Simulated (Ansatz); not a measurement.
# CH₆FNO₂Zr: a ladder of functionals and wavefunction methods

Aim: compute CH₆FNO₂Zr with functionals from several rungs and with coupled cluster. Orbital energies and run times are compared, and the correlation energy is taken apart.

The runs use Ansatz 0.2.0, Gaussian basis; functionals in def2-TZVPP, the program's frozen cores in correlated methods.

The runs, in order: PBE-D4, r2SCAN-D4, PBE0-D4, B3LYP-D4, ωB97X-V, ωB97M-V, B2PLYP; CCSD(T)/def2-TZVPP; MP2/def2-QZVPP; extrapolation to the limit.

## Step 1: Structure used throughout

All runs share one geometry, relaxed beforehand with PBE0-D4/def2-TZVP. Zr takes the def2 core potential; no spin-orbit term is included.

SMILES `C[O][Zr]([NH2])([OH])[F]`, 12 atoms, charge 0, spin multiplicity 1.

Atoms are counted from 1 here; the program's logs count them from 0.

Bond lengths: C1–O2 1.389 Å, C1–H7 1.095 Å, C1–H8 1.095 Å, C1–H9 1.095 Å, O2–Zr3 1.912 Å, Zr3–N4 2.038 Å, Zr3–O5 1.925 Å, Zr3–F6 1.930 Å, N4–H10 1.010 Å, N4–H11 1.011 Å, O5–H12 0.952 Å. Angles: O2–C1–H7 110.5°, O2–C1–H8 110.7°, O2–C1–H9 110.5°, H7–C1–H8 108.3°, H7–C1–H9 108.4°, H8–C1–H9 108.4°, C1–O2–Zr3 177.2°, O2–Zr3–N4 108.0°, O2–Zr3–O5 115.2°, O2–Zr3–F6 106.8°, N4–Zr3–O5 107.0°, N4–Zr3–F6 109.9°, O5–Zr3–F6 109.9°, Zr3–N4–H10 126.4°, Zr3–N4–H11 124.9°, H10–N4–H11 108.7°, Zr3–O5–H12 162.4°.

## Step 2: PBE-D4 (GGA)

The input, in.yaml:

```yaml
crystal:
  periodic: [false, false, false]
  atoms:
    - {symbol: C, position_ang: [1.209991, 1.990657, -0.375258]}
    - {symbol: O, position_ang: [0.394830, 0.922108, -0.025395]}
    - {symbol: Zr, position_ang: [-0.686405, -0.550487, 0.539101]}
    - {symbol: N, position_ang: [-1.184901, -1.633679, -1.113475]}
    - {symbol: O, position_ang: [0.158366, -1.762396, 1.773987]}
    - {symbol: F, position_ang: [-2.274809, 0.198442, 1.338929]}
    - {symbol: H, position_ang: [1.471888, 1.940582, -1.437507]}
    - {symbol: H, position_ang: [2.136912, 1.978384, 0.207855]}
    - {symbol: H, position_ang: [0.698079, 2.940808, -0.190060]}
    - {symbol: H, position_ang: [-1.392856, -1.265489, -2.031008]}
    - {symbol: H, position_ang: [-1.247212, -2.641708, -1.146766]}
    - {symbol: H, position_ang: [0.716126, -2.117222, 2.459606]}
basis:
  gaussian: {orbitals: def2-TZVPP}
hamiltonian: {xc: pbe, dispersion: d4}
output: {forces: true, orbitals: {seedname: orbitals}}
```

The run is started by

```console
ansatz run in.yaml --threads 2 --pin off --events-out ev --progress --plain --max-ram 22528MiB --backend cuda --devices 0, --max-vram 18GiB
```

The program printed, cut to the lines that bear on the results:

```text
Functional definition: PBE
  name "PBE"
  cite "Perdew, Burke & Ernzerhof, Phys. Rev. Lett. 77, 3865 (1996) doi:10.1103/PhysRevLett.77.3865"
  parent pbe
[...]
1459 factors; their error is unknown
[...]
mean field -10717.64409820 eV, -393.8661559289 hartree, gradient 4.6e-5 eV, S^2 0.000000; 0 other end points of the search recorded, 0 dependent functions left out
[...]
reference -10717.64418356 eV, -393.8661590656 hartree; 28, 28 occupied and 267, 267 virtual orbitals, 1459 factors
Total energy: -10717.87234582 eV, -393.8745438740 hartree
Atom 0 at     1.209991     1.990657    -0.375258 Å, force     0.096932     0.127177    -0.035242 eV/Å
Atom 1 at     0.394830     0.922108    -0.025395 Å, force    -0.083714    -0.087620    -0.006340 eV/Å
Atom 2 at    -0.686405    -0.550487     0.539101 Å, force     0.003060    -0.030684     0.026626 eV/Å
Atom 3 at    -1.184901    -1.633679    -1.113475 Å, force     0.033315     0.082416     0.111410 eV/Å
Atom 4 at     0.158366    -1.762396     1.773987 Å, force    -0.143929    -0.079637    -0.131272 eV/Å
Atom 5 at    -2.274809     0.198442     1.338929 Å, force    -0.278874     0.132565     0.131636 eV/Å
Atom 6 at     1.471888     1.940582    -1.437507 Å, force     0.071191     0.009379    -0.235121 eV/Å
Atom 7 at     2.136912     1.978384     0.207855 Å, force     0.214984     0.018587     0.118376 eV/Å
Atom 8 at     0.698079     2.940808    -0.190060 Å, force    -0.093924     0.224392     0.032486 eV/Å
Atom 9 at    -1.392856    -1.265489    -2.031008 Å, force    -0.078216     0.108429    -0.326348 eV/Å
Atom 10 at    -1.247212    -2.641708    -1.146766 Å, force    -0.026981    -0.348193    -0.031704 eV/Å
Atom 11 at     0.716126    -2.117222     2.459606 Å, force     0.286155    -0.156811     0.345492 eV/Å
Dipole moment:     0.527230    -0.079974    -0.159533 e Å
```

It took 3.2 s on 1 × H100 (card shared with other runs) with 2 threads of AMD EPYC 7R13, shared host; peak host memory 0.86 GiB.

HOMO -5.78 eV, LUMO -0.88 eV.

## Step 3: r2SCAN-D4 (meta-GGA)

Changes to in.yaml since step 2:

```diff
@@ -17,3 +17,3 @@
   gaussian: {orbitals: def2-TZVPP}
-hamiltonian: {xc: pbe, dispersion: d4}
+hamiltonian: {xc: r2scan, dispersion: d4}
 output: {forces: true, orbitals: {seedname: orbitals}}
```

Launched as before.

The program printed, cut to the lines that bear on the results:

```text
Functional definition: r2SCAN
  name "r2SCAN"
  cite "Furness, Kaplan, Ning, Perdew & Sun, J. Phys. Chem. Lett. 11, 8208 (2020) doi:10.1021/acs.jpclett.0c02405"
  cite "Furness, Kaplan, Ning, Perdew & Sun, J. Phys. Chem. Lett. 11, 9248 (2020) doi:10.1021/acs.jpclett.0c03077"
  parent r2scan
[...]
1459 factors; their error is unknown
[...]
mean field -10723.56798162 eV, -394.0838546292 hartree, gradient 2.5e-5 eV, S^2 0.000000; 0 other end points of the search recorded, 0 dependent functions left out
[...]
reference -10723.56801002 eV, -394.0838556726 hartree; 28, 28 occupied and 267, 267 virtual orbitals, 1459 factors
Total energy: -10723.62796762 eV, -394.0860590740 hartree
Atom 0 at     1.209991     1.990657    -0.375258 Å, force     0.167807     0.222214    -0.071064 eV/Å
Atom 1 at     0.394830     0.922108    -0.025395 Å, force    -0.050107    -0.046009    -0.000154 eV/Å
Atom 2 at    -0.686405    -0.550487     0.539101 Å, force    -0.084213     0.001270     0.053549 eV/Å
Atom 3 at    -1.184901    -1.633679    -1.113475 Å, force    -0.011510    -0.032759    -0.049702 eV/Å
Atom 4 at     0.158366    -1.762396     1.773987 Å, force     0.040354    -0.124519     0.078842 eV/Å
Atom 5 at    -2.274809     0.198442     1.338929 Å, force    -0.070859     0.036981     0.035444 eV/Å
Atom 6 at     1.471888     1.940582    -1.437507 Å, force    -0.000030     0.003463     0.006612 eV/Å
Atom 7 at     2.136912     1.978384     0.207855 Å, force    -0.004255     0.003129    -0.004303 eV/Å
Atom 8 at     0.698079     2.940808    -0.190060 Å, force     0.006913    -0.005110    -0.002784 eV/Å
Atom 9 at    -1.392856    -1.265489    -2.031008 Å, force    -0.013767    -0.019784    -0.046375 eV/Å
Atom 10 at    -1.247212    -2.641708    -1.146766 Å, force    -0.011743    -0.035080    -0.034570 eV/Å
Atom 11 at     0.716126    -2.117222     2.459606 Å, force     0.031410    -0.003795     0.034506 eV/Å
Dipole moment:     0.533718    -0.083212    -0.160142 e Å
```

Wall time 3.9 s (1 × H100 (card shared with other runs) with 2 threads of AMD EPYC 7R13, shared host); peak host memory 0.89 GiB.

HOMO -6.07 eV, LUMO -0.57 eV.

## Step 4: PBE0-D4 (hybrid)

Changes to in.yaml since step 3:

```diff
@@ -17,3 +17,3 @@
   gaussian: {orbitals: def2-TZVPP}
-hamiltonian: {xc: r2scan, dispersion: d4}
-output: {forces: true, orbitals: {seedname: orbitals}}
+hamiltonian: {xc: pbe0, dispersion: d4}
+output: {orbitals: {seedname: orbitals}}
```

Same command.

The program printed:

```text
Functional definition: PBE0
  name "PBE0"
  cite "Adamo & Barone, J. Chem. Phys. 110, 6158 (1999) doi:10.1063/1.478522"
  cite "Perdew, Burke & Ernzerhof, Phys. Rev. Lett. 77, 3865 (1996) doi:10.1103/PhysRevLett.77.3865"
  parent pbe
  parameter a = 0.25
  parameter kappa = 0.804
  parameter beta = 0.06672455060314922
  exchange = (1 - a)*pbe_x(kappa = kappa, mu = beta*pi^2/3) + a*exact_x
  correlation = pbe_c(beta = beta)
1537 factors; their error is unknown
mean field evaluation 1: about -10697.3446 eV, gradient 1.1e2 eV
mean field evaluation 2: about -10630.7420 eV, gradient 2.1e2 eV
mean field evaluation 4: about -10716.7092 eV, gradient 1.1e1 eV
mean field evaluation 8: about -10716.9275 eV, gradient 9.1e-2 eV
mean field evaluation 16: about -10716.9719 eV, gradient 1.0e-4 eV
mean field -10716.97191660 eV, -393.8414537106 hartree, gradient 3.0e-5 eV, S^2 0.000000; 0 other end points of the search recorded, 0 dependent functions left out
reference -10716.97197778 eV, -393.8414559587 hartree; 28, 28 occupied and 267, 267 virtual orbitals, 1537 factors
Total energy: -10717.16811144 eV, -393.8486637380 hartree
```

Run time: 3.1 s. Hardware: 1 × H100 (card shared with other runs) with 2 threads of AMD EPYC 7R13, shared host; peak host memory 0.88 GiB.

HOMO -7.20 eV, LUMO -0.20 eV.

## Step 5: B3LYP-D4 (hybrid)

B3LYP here takes the VWN-RPA correlation.

Changes to in.yaml since step 4:

```diff
@@ -17,3 +17,3 @@
   gaussian: {orbitals: def2-TZVPP}
-hamiltonian: {xc: pbe0, dispersion: d4}
-output: {orbitals: {seedname: orbitals}}
+hamiltonian: {xc: {name: B3LYP}, dispersion: d4}
+output: {forces: true, orbitals: {seedname: orbitals}}
```

The command is unchanged.

The program printed, cut to the lines that bear on the results:

```text
Functional definition: B3LYP
  name "B3LYP"
  cite "Stephens, Devlin, Chabalowski & Frisch, J. Phys. Chem. 98, 11623 (1994) doi:10.1021/j100096a001"
  cite "Becke, Phys. Rev. A 38, 3098 (1988) doi:10.1103/PhysRevA.38.3098"
  cite "Lee, Yang & Parr, Phys. Rev. B 37, 785 (1988) doi:10.1103/PhysRevB.37.785"
  cite "Vosko, Wilk & Nusair, Can. J. Phys. 58, 1200 (1980) doi:10.1139/p80-159"
[...]
1493 factors; their error is unknown
[...]
mean field -10728.17071890 eV, -394.2530021043 hartree, gradient 4.2e-5 eV, S^2 0.000000; 0 other end points of the search recorded, 0 dependent functions left out
[...]
reference -10728.17108873 eV, -394.2530156953 hartree; 28, 28 occupied and 267, 267 virtual orbitals, 1493 factors
Total energy: -10728.53503251 eV, -394.2663903824 hartree
Atom 0 at     1.209991     1.990657    -0.375258 Å, force     0.203602     0.271545    -0.091907 eV/Å
[...]
Atom 2 at    -0.686405    -0.550487     0.539101 Å, force    -0.026358     0.007025     0.004221 eV/Å
Atom 3 at    -1.184901    -1.633679    -1.113475 Å, force    -0.040144    -0.110775    -0.166988 eV/Å
Atom 4 at     0.158366    -1.762396     1.773987 Å, force     0.108761    -0.184201     0.161264 eV/Å
Atom 5 at    -2.274809     0.198442     1.338929 Å, force    -0.221200     0.104319     0.111474 eV/Å
Atom 6 at     1.471888     1.940582    -1.437507 Å, force    -0.005443     0.012528     0.048231 eV/Å
Atom 7 at     2.136912     1.978384     0.207855 Å, force    -0.037642     0.009619    -0.030011 eV/Å
Atom 8 at     0.698079     2.940808    -0.190060 Å, force     0.033031    -0.037911    -0.012179 eV/Å
Atom 9 at    -1.392856    -1.265489    -2.031008 Å, force    -0.009729    -0.016470    -0.026588 eV/Å
Atom 10 at    -1.247212    -2.641708    -1.146766 Å, force    -0.011380    -0.018600    -0.025445 eV/Å
Atom 11 at     0.716126    -2.117222     2.459606 Å, force     0.027214    -0.015480     0.034175 eV/Å
Dipole moment:     0.543116    -0.082584    -0.164073 e Å
```

Wall time 2.1 s (1 × H100 (card shared with other runs) with 2 threads of AMD EPYC 7R13, shared host); peak host memory 0.91 GiB.

HOMO -6.96 eV, LUMO -0.49 eV.

## Step 6: ωB97X-V (range-separated)

Changes to in.yaml since step 5:

```diff
@@ -17,3 +17,3 @@
   gaussian: {orbitals: def2-TZVPP}
-hamiltonian: {xc: {name: B3LYP}, dispersion: d4}
-output: {forces: true, orbitals: {seedname: orbitals}}
+hamiltonian: {xc: {name: wB97X-V}}
+output: {orbitals: {seedname: orbitals}}
```

The command is unchanged.

The program printed, cut to the lines that bear on the results:

```text
Functional definition: wB97X-V
  name "wB97X-V"
  cite "Mardirossian & Head-Gordon, Phys. Chem. Chem. Phys. 16, 9904 (2014) doi:10.1039/C3CP54374A"
  cite "Becke, J. Chem. Phys. 107, 8554 (1997) doi:10.1063/1.475007"
  cite "Vydrov & Van Voorhis, J. Chem. Phys. 133, 244103 (2010) doi:10.1063/1.3521275"
[...]
      + integral(e_c_pw_opposite_spin*poly(b97_u_opposite, cos0, cos1)) + vv10(b, c)
1490 factors; their error is unknown
364 factors; integrals over basis functions are off by at most 1.1e-5 eV
[...]
mean field -10723.47367202 eV, -394.0803888151 hartree, gradient 4.5e-5 eV, S^2 0.000000; 0 other end points of the search recorded, 0 dependent functions left out
reference -10723.47366819 eV, -394.0803886745 hartree; 28, 28 occupied and 267, 267 virtual orbitals, 1490 factors
Total energy: -10723.47366819 eV, -394.0803886745 hartree
```

Run time: 2.9 s. Hardware: 1 × H100 (card shared with other runs) with 2 threads of AMD EPYC 7R13, shared host; peak host memory 0.97 GiB.

HOMO -9.66 eV, LUMO 1.27 eV.

## Step 7: ωB97M-V (range-separated)

Changes to in.yaml since step 6:

```diff
@@ -17,3 +17,3 @@
   gaussian: {orbitals: def2-TZVPP}
-hamiltonian: {xc: {name: wB97X-V}}
-output: {orbitals: {seedname: orbitals}}
+hamiltonian: {xc: {name: wB97M-V}}
+output: {forces: true, orbitals: {seedname: orbitals}}
```

Launched as before.

The program printed, cut to the lines that bear on the results:

```text
Functional definition: wB97M-V
  name "wB97M-V"
  cite "Mardirossian & Head-Gordon, J. Chem. Phys. 144, 214110 (2016) doi:10.1063/1.4952647"
  cite "Becke, J. Chem. Phys. 107, 8554 (1997) doi:10.1063/1.475007"
  cite "Vydrov & Van Voorhis, J. Chem. Phys. 133, 244103 (2010) doi:10.1063/1.3521275"
  # Of w^i u^j: cxij and so on, Table III.
[...]
  gx(w, u) = 1 - cx + cx01*u + cx10*w
  gss(w, u) = css00 + css04*u^4 + css10*w + css20*w^2 + css43*w^4*u^3
  gos(w, u) = cos00 + cos10*w + (cos20 + cos21*u)*w^2 + (cos60 + cos61*u)*w^6
[...]
      + integral(e_c_pw_mod_opposite_spin*gos(b97_w_opposite, b97_u_opposite)) + vv10(b, c)
1477 factors; their error is unknown
364 factors; integrals over basis functions are off by at most 1.1e-5 eV
[...]
Atom 2 at    -0.686405    -0.550487     0.539101 Å, force    -0.075658     0.020227     0.004531 eV/Å
Atom 3 at    -1.184901    -1.633679    -1.113475 Å, force    -0.011425    -0.055434    -0.077407 eV/Å
Atom 4 at     0.158366    -1.762396     1.773987 Å, force     0.089710    -0.089630     0.123661 eV/Å
Atom 5 at    -2.274809     0.198442     1.338929 Å, force    -0.045640     0.024037     0.035091 eV/Å
Atom 6 at     1.471888     1.940582    -1.437507 Å, force    -0.022139     0.010121     0.103655 eV/Å
Atom 7 at     2.136912     1.978384     0.207855 Å, force    -0.087858     0.004385    -0.057068 eV/Å
Atom 8 at     0.698079     2.940808    -0.190060 Å, force     0.054565    -0.090358    -0.019569 eV/Å
Atom 9 at    -1.392856    -1.265489    -2.031008 Å, force    -0.001745    -0.037817     0.008280 eV/Å
Atom 10 at    -1.247212    -2.641708    -1.146766 Å, force    -0.010505     0.020908    -0.029415 eV/Å
Atom 11 at     0.716126    -2.117222     2.459606 Å, force    -0.027791     0.008327    -0.032627 eV/Å
Dipole moment:     0.537787    -0.085209    -0.151021 e Å
```

Wall time 4.7 s (1 × H100 (card shared with other runs) with 2 threads of AMD EPYC 7R13, shared host); peak host memory 0.99 GiB.

HOMO -9.57 eV, LUMO 0.70 eV.

## Step 8: B2PLYP (double hybrid)

Changes to in.yaml since step 7:

```diff
@@ -17,3 +17,2 @@
   gaussian: {orbitals: def2-TZVPP}
-hamiltonian: {xc: {name: wB97M-V}}
-output: {forces: true, orbitals: {seedname: orbitals}}
+hamiltonian: {xc: {name: B2PLYP}}
```

Same command.

The program printed, cut to the lines that bear on the results:

```text
Functional definition: B2PLYP
  name "B2PLYP"
  cite "Grimme, J. Chem. Phys. 124, 034108 (2006) doi:10.1063/1.2148954"
  cite "Becke, Phys. Rev. A 38, 3098 (1988) doi:10.1103/PhysRevA.38.3098"
  cite "Lee, Yang & Parr, Phys. Rev. B 37, 785 (1988) doi:10.1103/PhysRevB.37.785"
[...]
1833 factors; integrals over basis functions are off by at most 1.0e-3 eV
[...]
mean field -10705.94503265 eV, -393.4362231997 hartree, gradient 1.8e-6 eV, S^2 0.000000; 0 other end points of the search recorded, 0 dependent functions left out
5 core orbitals not correlated: weight in the atoms' cores, before any rotation towards them, 1.000 or more for the frozen orbitals, at most 0.000 for the correlated occupied ones
reference -10705.94525931 eV, -393.4362315293 hartree; 23, 23 occupied and 267, 267 virtual orbitals, 1833 factors
second order -48.54161315 eV of doubles, -0.00000000 eV of singles
Total energy: -10719.05149486 eV, -393.9178768021 hartree
```

It took 4.2 s on 1 × H100 (card shared with other runs) with 2 threads of AMD EPYC 7R13, shared host; peak host memory 1.3 GiB.

## Step 9: Orbital energies across the functionals

Dipoles come from the runs that computed forces. Levels are read from the orbital files that the runs wrote:

```tsv
functional	HOMO (eV)	LUMO (eV)	gap (eV)	dipole (D)	time
PBE-D4	-5.78	-0.88	4.90	2.67	3.2 s
r2SCAN-D4	-6.07	-0.57	5.51	2.71	3.9 s
PBE0-D4	-7.20	-0.20	7.01		3.1 s
B3LYP-D4	-6.96	-0.49	6.47	2.75	2.1 s
ωB97X-V	-9.66	1.27	10.93		2.9 s
ωB97M-V	-9.57	0.70	10.28	2.71	4.7 s
```

## Step 10: CCSD(T) in def2-TZVPP

Changes to in.yaml since step 8:

```diff
@@ -17,2 +17,2 @@
   gaussian: {orbitals: def2-TZVPP}
-hamiltonian: {xc: {name: B2PLYP}}
+correlation: {method: ccsd_t}
```

The command is unchanged.

The program printed, cut to the lines that bear on the results:

```text
Functional definition: HF
  name "HF"
  cite "Fock, Z. Phys. 61, 126 (1930) doi:10.1007/BF01340294"
  parent pbe
[...]
1833 factors; integrals over basis functions are off by at most 1.0e-3 eV
[...]
mean field -10664.67408913 eV, -391.9195439998 hartree, gradient 1.7e-6 eV, S^2 0.000000; 0 other end points of the search recorded, 0 dependent functions left out
5 core orbitals not correlated: weight in the atoms' cores, before any rotation towards them, 1.000 or more for the frozen orbitals, at most 0.000 for the correlated occupied ones
reference -10664.67408913 eV, -391.9195439998 hartree; 23, 23 occupied and 267, 267 virtual orbitals, 1833 factors
second order -40.11782400 eV of doubles, -0.00000000 eV of singles
cycle   1  -39.29963164 eV  change    8.2e-1 eV  update   1.7e-1
[...]
cycle  11  -40.48699975 eV  change    4.3e-5 eV  update   1.1e-5
perturbative correction -1.58295107 eV, -0.0581723787 hartree
Total energy: -10706.74403995 eV, -393.4655861765 hartree
```

Run time: 10 s. Hardware: 1 × H100 (card shared with other runs) with 2 threads of AMD EPYC 7R13, shared host; peak host memory 0.88 GiB.

## Step 11: MP2 in def2-QZVPP

Changes to in.yaml since step 10:

```diff
@@ -16,3 +16,3 @@
 basis:
-  gaussian: {orbitals: def2-TZVPP}
-correlation: {method: ccsd_t}
+  gaussian: {orbitals: "def2-QZVPP.json"}
+correlation: {method: mp2}
```

Launched as before.

The program printed:

```text
Functional definition: HF
  name "HF"
  cite "Fock, Z. Phys. 61, 126 (1930) doi:10.1007/BF01340294"
  parent pbe
  exchange = exact_x
  correlation = 0
3338 factors; integrals over basis functions are off by at most 1.4e-3 eV
mean field evaluation 1: about -10655.7323 eV, gradient 7.4e1 eV
mean field evaluation 2: about -10655.8619 eV, gradient 7.4e1 eV
mean field evaluation 4: about -10665.1724 eV, gradient 4.2e0 eV
mean field evaluation 8: about -10665.2459 eV, gradient 4.6e-1 eV
mean field -10665.24668342 eV, -391.9405864518 hartree, gradient 3.6e-6 eV, S^2 0.000000; 0 other end points of the search recorded, 0 dependent functions left out
5 core orbitals not correlated: weight in the atoms' cores, before any rotation towards them, 1.000 or more for the frozen orbitals, at most 0.000 for the correlated occupied ones
reference -10665.24668342 eV, -391.9405864518 hartree; 23, 23 occupied and 518, 518 virtual orbitals, 3338 factors
second order -43.97911409 eV of doubles, -0.00000000 eV of singles
Total energy: -10709.22579751 eV, -393.5567890846 hartree
```

It took 5 s on 1 × H100 (card shared with other runs) with 2 threads of AMD EPYC 7R13, shared host; peak host memory 1.1 GiB.

Energy pieces by basis (eV):

```tsv
basis	HF	MP2 correlation	CCSD correlation	(T)	total
def2-TZVPP	-10664.6741	-40.1178	-40.4870	-1.5830	-10706.7440
def2-QZVPP	-10665.2467	-43.9791			-10709.2258
```

The report of the def2-TZVPP run gives T1 = 0.0162.

## Step 12: Extrapolating to the complete basis

No new run: Hartree-Fock is extrapolated as exp(−7.88√X) and correlation as X^−2.97, with X = 3 and 4; only MP2 was run in the larger set, so CCSD(T) minus MP2 is added from the smaller one.

```tsv
level	energy at the limit (eV)
HF	-10665.3256
MP2	-10712.1649
CCSD	-10712.5341
CCSD(T)	-10714.1170
```

## Step 13: What came out

| quantity | value |
| --- | --- |
| CCSD(T) correlation energy, def2-TZVPP | -42.070 eV |
| gap, smallest and largest | 4.90 eV (PBE-D4), 10.93 eV (ωB97X-V) |
| T1 diagnostic | 0.0162 |
| triples share of the correlation energy | 3.8 % |

In words: In def2-TZVPP MP2 gives 95 % of the CCSD(T) correlation energy. The gap grows from 4.9 to 10.9 eV across the functionals, mostly with the share of exact exchange. Correlated methods include outer-core shells of Zr, which these sets cover unevenly.
